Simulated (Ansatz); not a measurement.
SnTe3 under changes of volume

One of the cells (28.783 Å³/atom); the others are scaled copies at fixed shape and fractional positions:

```
Te Sn
1.0
     0.00000    3.86122    3.86122
     3.86122    0.00000    3.86122
     3.86122    3.86122    0.00000
Te Sn
3 1
Direct
  0.50000 0.50000 0.50000
  0.75000 0.75000 0.75000
  0.25000 0.25000 0.25000
  0.00000 0.00000 0.00000
```

The cell comes from a database or a generator and needn't be the stable form of this composition.

| Quantity | Value |
| --- | --- |
| Program | Ansatz 0.2.0 |
| Functional | PBE |
| Potentials or basis | Ansatz PAW |
| Cutoff | 420 eV (not typed: the program's choice for these potentials) |
| k mesh | 6 × 6 × 6 |
| Occupations | fermi-dirac, width 0.05 eV |
| Spin | no spin polarisation |

| volume (Å³/atom) | energy over the lowest point (meV/atom) | pressure (GPa) |
| --- | --- | --- |
| 27.056 | ? | ? |
| 27.632 | 9.13 | 2.3 |
| 28.208 | 2.62 | 1.2 |
| 28.783 | 0.00 | 0.1 |
| 29.359 | 0.95 | -0.8 |
| 29.935 | 5.15 | -1.6 |
| 30.510 | 12.27 | -2.4 |

Problem. What does the run at 27.056 Å³/atom give?

Solution. Energy over the lowest point 19.84 meV/atom; pressure 3.6 GPa.

Worked out: A Birch-Murnaghan fit of order 3 (a polynomial in V^(-2/3)) to the other rows has its minimum at 28.91 Å³/atom with B0 = V·E''(V) = 49 GPa and B' = 3.7. It gives 19.95 meV/atom at 27.056 Å³/atom, against the run's 19.84, and -dE/dV = 3.6 GPa, against 3.6.

Energies are extrapolated to zero smearing.
